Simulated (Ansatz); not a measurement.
# Si2H8O2 (built from SMILES O.O[SiH2][SiH3]): search for a transition state

Aim: find the saddle point of a four-centre ligand exchange that is to form Si1–O7, Si2–H6 and break Si1–Si2, H6–O7, prove it by its vibrations, and relax downhill on both sides to see what it joins.

Computed with Ansatz 0.2.0, Gaussian basis. Level: PBE0-D4, def2-SVP first, then def2-TZVP.

152 further runs of the same task are left out: 152 set aside as unsound or not needed.

## Step 1: The starting structure

The guess: 12 atoms, charge 0, spin multiplicity 1.

Atoms are counted from 1 here; the program's logs count them from 0.

Bond lengths: Si1–H3 1.476 Å, Si1–H4 1.484 Å, Si1–O5 1.640 Å, Si1–O7 1.854 Å, Si2–H8 1.484 Å, Si2–H9 1.468 Å, Si2–H10 1.468 Å, O5–H11 0.950 Å, H6–O7 1.153 Å, O7–H12 0.978 Å. Angles: H3–Si1–H4 97.0°, H3–Si1–O5 109.2°, H3–Si1–O7 88.7°, H4–Si1–O5 106.5°, H4–Si1–O7 157.8°, O5–Si1–O7 91.8°, H8–Si2–H9 101.9°, H8–Si2–H10 103.5°, H9–Si2–H10 105.6°, Si1–O5–H11 118.0°, Si1–O7–H6 87.5°, Si1–O7–H12 127.4°, H6–O7–H12 133.9°.

Coordinates:

```
Si   -0.7090    0.1919   -0.7398
Si    0.5409   -1.0530    1.1842
H    -1.0059    0.1924   -2.1858
H    -1.8911   -0.5979   -0.3131
O    -0.9221    1.7052   -0.1452
H     1.3354    0.1125   -0.1126
O     1.0660    0.5409   -1.1481
H     1.8539   -0.9210    1.8636
H    -0.3960   -0.9148    2.3055
H     0.4945   -2.4701    0.8023
H    -1.7833    1.9391    0.1792
H     1.4167    1.2749   -1.6902
```

Distances that are to change: Si1–O7 1.85 Å, Si2–H6 1.92 Å, Si1–Si2 2.61 Å, H6–O7 1.15 Å.

## Step 2: Relaxing the guess with the reacting distances held

hold/in.yaml reads:

```yaml
crystal:
  periodic: [false, false, false]
  atoms:
    - {symbol: Si, position_ang: [-0.709000, 0.191900, -0.739800]}
    - {symbol: Si, position_ang: [0.540900, -1.053000, 1.184200]}
    - {symbol: H, position_ang: [-1.005900, 0.192400, -2.185800]}
    - {symbol: H, position_ang: [-1.891100, -0.597900, -0.313100]}
    - {symbol: O, position_ang: [-0.922100, 1.705200, -0.145200]}
    - {symbol: H, position_ang: [1.335400, 0.112500, -0.112600]}
    - {symbol: O, position_ang: [1.066000, 0.540900, -1.148100]}
    - {symbol: H, position_ang: [1.853900, -0.921000, 1.863600]}
    - {symbol: H, position_ang: [-0.396000, -0.914800, 2.305500]}
    - {symbol: H, position_ang: [0.494500, -2.470100, 0.802300]}
    - {symbol: H, position_ang: [-1.783300, 1.939100, 0.179200]}
    - {symbol: H, position_ang: [1.416700, 1.274900, -1.690200]}
basis:
  gaussian: {orbitals: def2-SVP}
hamiltonian: {xc: pbe0, dispersion: d4}
relax: {f_tol: 0.04, max_steps: 150, escape_saddle: false, constraints: [{distance: [0, 6]}, {distance: [1, 5]}, {distance: [0, 1]}, {distance: [5, 6]}]}
```

Run with:

```bash
$ ansatz run in.yaml --threads 4 --pin off --events-out ev --progress --plain --max-ram 9574MiB
```

Log, shortened:

```text
Functional definition: PBE0
  name "PBE0"
  cite "Adamo & Barone, J. Chem. Phys. 110, 6158 (1999) doi:10.1063/1.478522"
  cite "Perdew, Burke & Ernzerhof, Phys. Rev. Lett. 77, 3865 (1996) doi:10.1103/PhysRevLett.77.3865"
  parent pbe
[...]
1064 factors; integrals over basis functions are off by at most 3.5e-4 eV
[...]
mean field -19958.90423640 eV, -733.4762020565 hartree, gradient 2.1e-5 eV, S^2 0.000000; 0 other end points of the search recorded, 0 dependent functions left out
[...]
reference -19958.90426542 eV, -733.4762031230 hartree; 26, 26 occupied and 78, 78 virtual orbitals, 1064 factors
relax step   1: F+E_penalty+E_count = -19959.10782286 eV  Δ(F+E_penalty+E_count) = +0.000e0 eV  max|allowed force component| = 1.050e0 eV/Å  Δτ_max = 0.0000 Å  (24 SCF iters, accepted)
[...]
relax step   4: F+E_penalty+E_count = -19959.37952144 eV  Δ(F+E_penalty+E_count) = -5.782e-2 eV  max|allowed force component| = 5.872e-1 eV/Å  Δτ_max = 0.2000 Å  (27 SCF iters, accepted)
[...]
relax step   7: F+E_penalty+E_count = -19959.48781100 eV  Δ(F+E_penalty+E_count) = -4.013e-2 eV  max|allowed force component| = 3.662e-1 eV/Å  Δτ_max = 0.1989 Å  (27 SCF iters, accepted)
[...]
relax step  10: F+E_penalty+E_count = -19959.53159928 eV  Δ(F+E_penalty+E_count) = +4.637e-3 eV  max|allowed force component| = 5.529e-1 eV/Å  Δτ_max = 0.1200 Å  (26 SCF iters, rejected (line search))
[...]
1064 factors; integrals over basis functions are off by at most 3.8e-4 eV
[...]
mean field -19959.36460979 eV, -733.4931204667 hartree, gradient 1.5e-5 eV, S^2 0.000000; 1 other end points of the search recorded, 0 dependent functions left out
[...]
reference -19959.36463786 eV, -733.4931214981 hartree; 26, 26 occupied and 78, 78 virtual orbitals, 1064 factors
Total energy: -19959.56552276 eV, -733.5005038819 hartree
Atom 0 at    -0.633484     0.218818    -0.718074 Å, force    -0.883915    -0.444426     0.370472 eV/Å
Atom 1 at     0.590454    -1.195543     1.102740 Å, force    -0.278731    -0.195817     0.157933 eV/Å
Atom 2 at    -0.736569    -0.511735    -2.011096 Å, force     0.000530    -0.009021     0.008226 eV/Å
Atom 3 at    -1.797102    -0.355455     0.080454 Å, force    -0.000784    -0.001953    -0.004860 eV/Å
Atom 4 at    -1.042964     1.854498    -0.634360 Å, force     0.006093    -0.007468     0.000771 eV/Å
Atom 5 at     1.218018     0.099281    -0.162529 Å, force     0.051456     1.053692    -1.230369 eV/Å
Atom 6 at     1.092893     0.796481    -1.071714 Å, force     1.096933    -0.367628     0.677752 eV/Å
Atom 7 at     2.059632    -1.396093     1.380497 Å, force    -0.014781    -0.010962     0.001490 eV/Å
Atom 8 at    -0.033913    -0.710408     2.374789 Å, force     0.012456    -0.010334    -0.004712 eV/Å
Atom 9 at     0.018841    -2.535035     0.754354 Å, force    -0.000531     0.005881     0.007456 eV/Å
Atom 10 at    -1.924766     2.006137    -0.281157 Å, force    -0.003427    -0.010420    -0.003670 eV/Å
Atom 11 at     1.188960     1.729154    -0.813904 Å, force     0.014701    -0.001545     0.019510 eV/Å
Dipole moment:     0.015679     0.412914     0.046567 e Å
```

It took 18 s on 4 threads of Arm Neoverse V1, shared host.

Relaxation path: (the energy doesn't fall at every step)

```csv
step,energy from step 1 (eV),largest force component (eV/Å)
1,0.0000,1.0495
2,-0.1680,0.5464
3,-0.2139,0.3867
4,-0.2717,0.5872
5,-0.3076,0.8993
6,-0.3399,1.1524
7,-0.3800,0.3662
8,-0.4278,0.4960
9,-0.4284,0.5367
10,-0.4238,0.5529
11,-0.4557,0.0844
12,-0.4534,0.1526
13,-0.4577,0.0225
```

Close pairs (by a distance rule), those that changed most:

```csv
bond,before (Å),after (Å),change (Å)
Si1–O5,1.640,1.688,+0.048
Si1–H4,1.484,1.524,+0.039
Si2–H9,1.468,1.498,+0.030
Si2–H10,1.468,1.497,+0.029
Si2–H8,1.484,1.509,+0.024
Si1–H3,1.476,1.489,+0.013
O5–H11,0.950,0.962,+0.012
O7–H12,0.978,0.972,-0.005
```

## Step 3: Force constants to start from

hessian/in.yaml reads:

```yaml
crystal:
  periodic: [false, false, false]
  atoms:
    - {symbol: Si, position_ang: [-0.633484, 0.218818, -0.718074]}
    - {symbol: Si, position_ang: [0.590454, -1.195543, 1.102740]}
    - {symbol: H, position_ang: [-0.736569, -0.511735, -2.011096]}
    - {symbol: H, position_ang: [-1.797102, -0.355455, 0.080454]}
    - {symbol: O, position_ang: [-1.042964, 1.854498, -0.634360]}
    - {symbol: H, position_ang: [1.218018, 0.099281, -0.162529]}
    - {symbol: O, position_ang: [1.092893, 0.796481, -1.071714]}
    - {symbol: H, position_ang: [2.059632, -1.396093, 1.380497]}
    - {symbol: H, position_ang: [-0.033913, -0.710408, 2.374789]}
    - {symbol: H, position_ang: [0.018841, -2.535035, 0.754354]}
    - {symbol: H, position_ang: [-1.924766, 2.006137, -0.281157]}
    - {symbol: H, position_ang: [1.188960, 1.729154, -0.813904]}
basis:
  gaussian: {orbitals: def2-SVP}
hamiltonian: {xc: pbe0, dispersion: d4}
phonons: {}
scf: {lower_state_search: off}
```

Run with:

```bash
$ ansatz run in.yaml --threads 4 --pin off --events-out ev --progress --plain --max-ram 9574MiB
```

Log, shortened:

```text
[... 5 set-up lines as earlier in the session ...]
[...]
1067 factors; integrals over basis functions are off by at most 3.3e-4 eV
[...]
mean field -19959.36464736 eV, -733.4931218473 hartree, gradient 3.9e-6 eV, S^2 0.000000; 0 other end points of the search recorded, 0 dependent functions left out
[...]
reference -19959.36467539 eV, -733.4931228773 hartree; 26, 26 occupied and 78, 78 virtual orbitals, 1067 factors
[... from here to the last solve, the lines of the solves are left out (71 solves) ...]
1067 factors; integrals over basis functions are off by at most 3.3e-4 eV
mean field -19959.36458676 eV, -733.4931196203 hartree, gradient 2.9e-6 eV, S^2 0.000000; 0 other end points of the search recorded, 0 dependent functions left out
[...]
WARN: phonons: modes at or below zero, which the zero-point energy, F, S and C_V leave out: 1, the lowest at -1007.49 cm⁻¹. A minimum has none, and a first-order saddle one
[...]
Atom 5 at     1.218018     0.099281    -0.162529 Å, force     0.051585     1.053708    -1.230399 eV/Å
Atom 6 at     1.092893     0.796481    -1.071714 Å, force     1.096846    -0.367488     0.677838 eV/Å
Atom 7 at     2.059632    -1.396093     1.380497 Å, force    -0.014799    -0.010947     0.001499 eV/Å
Atom 8 at    -0.033913    -0.710408     2.374789 Å, force     0.012512    -0.010334    -0.004718 eV/Å
Atom 9 at     0.018841    -2.535035     0.754354 Å, force    -0.000540     0.005903     0.007469 eV/Å
Atom 10 at    -1.924766     2.006137    -0.281157 Å, force    -0.003425    -0.010444    -0.003626 eV/Å
Atom 11 at     1.188960     1.729154    -0.813904 Å, force     0.014783    -0.001568     0.019518 eV/Å
Dipole moment:     0.015677     0.412898     0.046557 e Å
Vibrations: -1007.49 91.77 185.41 218.95 330.25 358.93 393.62 432.37 457.40 523.38 652.51 657.86 725.46 766.13 832.37 851.83 913.14 928.97 944.95 1017.15 1052.50 1293.18 1722.67 2051.88 2156.67 2210.76 2220.44 2249.13 3777.38 3926.25 cm⁻¹, zero-point energy 2.104218 eV
Checks for a lower state left out: stability, starts, cluster_reference, orbital_swaps, neighbouring_geometries, increment
```

It took 61 s on 4 threads of Arm Neoverse V1, shared host.

The structure is not stationary yet, so these wavenumbers are no spectrum; the search needs only the force constants.

## Step 4: Saddle search in the small basis

The search itself is an outer loop (partitioned rational-function steps, Bofill update of the Hessian). Each step is one single-point run with forces. It stops when the largest force is under 0.04 eV/Å and the followed curvature is negative. The first step's input:

presaddle/in.yaml reads:

```yaml
crystal:
  periodic: [false, false, false]
  atoms:
    - {symbol: Si, position_ang: [-0.633484, 0.218818, -0.718074]}
    - {symbol: Si, position_ang: [0.590454, -1.195543, 1.102740]}
    - {symbol: H, position_ang: [-0.736569, -0.511735, -2.011096]}
    - {symbol: H, position_ang: [-1.797102, -0.355455, 0.080454]}
    - {symbol: O, position_ang: [-1.042964, 1.854498, -0.634360]}
    - {symbol: H, position_ang: [1.218018, 0.099281, -0.162529]}
    - {symbol: O, position_ang: [1.092893, 0.796481, -1.071714]}
    - {symbol: H, position_ang: [2.059632, -1.396093, 1.380497]}
    - {symbol: H, position_ang: [-0.033913, -0.710408, 2.374789]}
    - {symbol: H, position_ang: [0.018841, -2.535035, 0.754354]}
    - {symbol: H, position_ang: [-1.924766, 2.006137, -0.281157]}
    - {symbol: H, position_ang: [1.188960, 1.729154, -0.813904]}
basis:
  gaussian: {orbitals: def2-SVP}
hamiltonian: {xc: pbe0, dispersion: d4}
output: {forces: true}
scf: {lower_state_search: off}
```

Run with:

```bash
$ ansatz run in.yaml --threads 4 --pin off --events-out ev --progress --plain --max-ram 9574MiB
```

Step by step:

```csv
step,energy (eV),largest force (eV/Å),followed curvature (eV/Å²)
1,-19959.56555,1.2304,-7.70
2,-19959.52246,0.5334,-7.83
3,-19959.52619,0.3023,-7.84
4,-19959.54666,0.4518,-7.86
5,-19959.55969,0.4288,-7.89
6,-19959.53510,1.1137,-7.91
7,-19959.53388,1.8656,-7.88
8,-19959.57148,0.6859,-7.82
9,-19959.58277,0.3802,-8.28
10,-19959.58610,0.2789,-8.32
11,-19959.59140,0.1049,-8.35
12,-19959.59207,0.0654,-8.35
13,-19959.59109,0.1397,-8.34
14,-19959.59117,0.0977,-8.34
15,-19959.59197,0.0915,-8.33
16,-19959.59237,0.0722,-8.34
17,-19959.59228,0.0815,-8.34
18,-19959.59283,0.0306,-8.34
```

The 18 steps took 17 s in all (4 threads of Arm Neoverse V1, shared host).

## Step 5: Saddle search in triple zeta

A small driver takes partitioned rational-function steps: uphill along one mode, downhill along the rest. It calls the program once a step for energy and forces and updates the Hessian by Bofill's formula. It stops when the largest force is under 0.018 eV/Å and the followed curvature is negative. The first step's input:

saddle/in.yaml reads:

```yaml
crystal:
  periodic: [false, false, false]
  atoms:
    - {symbol: Si, position_ang: [-0.681290, 0.341190, -0.668277]}
    - {symbol: Si, position_ang: [0.760179, -1.353886, 1.076272]}
    - {symbol: H, position_ang: [-0.707056, -0.710562, -1.708558]}
    - {symbol: H, position_ang: [-1.544136, 0.073568, 0.525320]}
    - {symbol: O, position_ang: [-1.283000, 1.809129, -1.232167]}
    - {symbol: H, position_ang: [1.296646, 0.306220, -0.016172]}
    - {symbol: O, position_ang: [1.022630, 1.044529, -0.765674]}
    - {symbol: H, position_ang: [2.076948, -2.088524, 1.145341]}
    - {symbol: H, position_ang: [0.426029, -0.963293, 2.492832]}
    - {symbol: H, position_ang: [-0.259819, -2.401237, 0.705187]}
    - {symbol: H, position_ang: [-2.210525, 1.959618, -1.031271]}
    - {symbol: H, position_ang: [1.103394, 1.983347, -0.522833]}
basis:
  gaussian: {orbitals: def2-TZVP}
hamiltonian: {xc: pbe0, dispersion: d4}
output: {forces: true}
scf: {lower_state_search: off}
```

Run with:

```bash
$ ansatz run in.yaml --threads 4 --pin off --events-out ev --progress --plain --max-ram 9574MiB
```

Step by step:

```csv
step,energy (eV),largest force (eV/Å),followed curvature (eV/Å²)
1,-19970.49798,0.4427,-8.34
2,-19970.51289,0.2856,-8.07
3,-19970.50442,0.3663,-7.98
4,-19970.51265,0.1175,-7.76
5,-19970.51268,0.2188,-7.79
6,-19970.50998,0.3164,-7.79
7,-19970.51462,0.0664,-7.77
8,-19970.51494,0.0237,-7.75
9,-19970.51514,0.0329,-7.74
10,-19970.51526,0.0307,-7.77
11,-19970.51541,0.0282,-7.78
12,-19970.51546,0.0134,-7.77
```

The 12 steps took 23 s in all (4 threads of Arm Neoverse V1, shared host).

Geometry at the end of the search:

```
atom    x (Å)    y (Å)    z (Å)
 Si1  -0.6490   0.3379  -0.6274
 Si2   0.7339  -1.3540   1.0640
  H3  -0.6921  -0.7256  -1.6475
  H4  -1.5333   0.1192   0.5523
  O5  -1.2650   1.7586  -1.2535
  H6   1.2960   0.3596   0.0289
  O7   1.0204   1.0692  -0.7307
  H8   2.0346  -2.1007   1.0510
  H9   0.4740  -1.0095   2.4990
 H10  -0.3108  -2.3663   0.7024
 H11  -2.2003   1.8950  -1.0997
 H12   1.0916   2.0168  -0.5389
```

Followed mode, largest move set to 1: H6 (-0.48, -0.68, 0.56); Si1 (0.14, 0.34, -0.31); H4 (0.36, 0.11, -0.02); H8 (0.14, -0.21, 0.17).

## Step 6: Checking the order of the point

vib/in.yaml reads:

```yaml
crystal:
  periodic: [false, false, false]
  atoms:
    - {symbol: Si, position_ang: [-0.649033, 0.337895, -0.627371]}
    - {symbol: Si, position_ang: [0.733936, -1.354006, 1.064040]}
    - {symbol: H, position_ang: [-0.692132, -0.725646, -1.647543]}
    - {symbol: H, position_ang: [-1.533251, 0.119198, 0.552306]}
    - {symbol: O, position_ang: [-1.264953, 1.758573, -1.253538]}
    - {symbol: H, position_ang: [1.295978, 0.359602, 0.028890]}
    - {symbol: O, position_ang: [1.020358, 1.069199, -0.730662]}
    - {symbol: H, position_ang: [2.034624, -2.100708, 1.051041]}
    - {symbol: H, position_ang: [0.473995, -1.009475, 2.499012]}
    - {symbol: H, position_ang: [-0.310817, -2.366334, 0.702416]}
    - {symbol: H, position_ang: [-2.200345, 1.895049, -1.099676]}
    - {symbol: H, position_ang: [1.091639, 2.016753, -0.538914]}
basis:
  gaussian: {orbitals: def2-TZVP}
hamiltonian: {xc: pbe0, dispersion: d4}
phonons: {temperatures: {t_min: 298.15, t_max: 900, t_step: 200}}
```

Run with:

```bash
$ ansatz run in.yaml --threads 4 --pin off --events-out ev --progress --plain --max-ram 9574MiB
```

Log, shortened:

```text
[... 5 set-up lines as earlier in the session ...]
[...]
1190 factors; their error is unknown
[...]
mean field -19970.31394637 eV, -733.8955011641 hartree, gradient 2.0e-5 eV, S^2 0.000000; 0 other end points of the search recorded, 0 dependent functions left out
[...]
reference -19970.31398122 eV, -733.8955024447 hartree; 26, 26 occupied and 158, 158 virtual orbitals, 1190 factors
[... from here to the last solve, the lines of the solves are left out (71 solves) ...]
1190 factors; their error is unknown
mean field -19970.31393885 eV, -733.8955008879 hartree, gradient 1.8e-6 eV, S^2 0.000000; 0 other end points of the search recorded, 0 dependent functions left out
[...]
WARN: phonons: modes at or below zero, which the zero-point energy, F, S and C_V leave out: 1, the lowest at -692.40 cm⁻¹. A minimum has none, and a first-order saddle one
[...]
Atom 4 at    -1.264953     1.758573    -1.253538 Å, force    -0.013394     0.012072    -0.002432 eV/Å
Atom 5 at     1.295978     0.359602     0.028890 Å, force     0.002097    -0.002119     0.001827 eV/Å
Atom 6 at     1.020358     1.069199    -0.730662 Å, force    -0.000984     0.005530    -0.002361 eV/Å
Atom 7 at     2.034624    -2.100708     1.051041 Å, force     0.006818    -0.005360    -0.002877 eV/Å
Atom 8 at     0.473995    -1.009475     2.499012 Å, force     0.000705    -0.000723    -0.008191 eV/Å
Atom 9 at    -0.310817    -2.366334     0.702416 Å, force     0.002853     0.001110     0.001590 eV/Å
Atom 10 at    -2.200345     1.895049    -1.099676 Å, force     0.011330    -0.001168    -0.001860 eV/Å
Atom 11 at     1.091639     2.016753    -0.538914 Å, force    -0.000492    -0.002617     0.000003 eV/Å
Dipole moment:    -0.112495     0.708417    -0.144398 e Å
Vibrations: -692.40 67.32 177.03 194.69 270.63 311.50 336.17 367.41 433.64 456.15 569.28 668.89 745.40 802.15 817.96 846.93 896.56 921.23 935.90 952.07 983.04 1216.37 2130.80 2153.52 2159.53 2163.31 2176.89 2278.24 3749.18 3929.00 cm⁻¹, zero-point energy 2.089803 eV
```

It took 2.1 min on 4 threads of Arm Neoverse V1, shared host.

The modes, with what each moves most:

| mode | wavenumber (cm⁻¹) | character |
| --- | --- | --- |
| 1 | 692i | changes Si2–H6, H6–O7 |
| 2 | 67 | bend with torsion |
| 3 | 177 | not assigned (largely outside the bonds, angles and torsions drawn) |
| 4 | 195 | not assigned (largely outside the bonds, angles and torsions drawn) |
| 5 | 271 | not assigned (largely outside the bonds, angles and torsions drawn) |
| 6 | 312 | torsion |
| 7 | 336 | not assigned (largely outside the bonds, angles and torsions drawn) |
| 8 | 367 | torsion with bend |
| 9 | 434 | bend with torsion |
| 10 | 456 | not assigned (largely outside the bonds, angles and torsions drawn) |
| 11 | 569 | bend with torsion |
| 12 | 669 | bend with Si–O stretch |
| 13 | 745 | bend |
| 14 | 802 | bend |
| 15 | 818 | bend with torsion |
| 16 | 847 | Si–O stretch with bend |
| 17 | 897 | bend |
| 18 | 921 | bend |
| 19 | 936 | bend |
| 20 | 952 | bend |
| 21 | 983 | bend with torsion |
| 22 | 1216 | bend |
| 23 | 2131 | O–H and Si–H stretch |
| 24 | 2154 | Si–H stretch |
| 25 | 2160 | Si–H stretch |
| 26 | 2163 | Si–H stretch |
| 27 | 2177 | Si–H stretch |
| 28 | 2278 | Si–H stretch |
| 29 | 3749 | O–H stretch |
| 30 | 3929 | O–H stretch |

Vibrational sums (real modes only):

```
T (K)  entropy (J/mol/K)  heat capacity (J/mol/K)
  298               75.3                     92.1
  498              133.6                    134.7
  698              183.5                    161.2
  898              226.5                    179.4
```

(Part 1 of 2 ends here.)
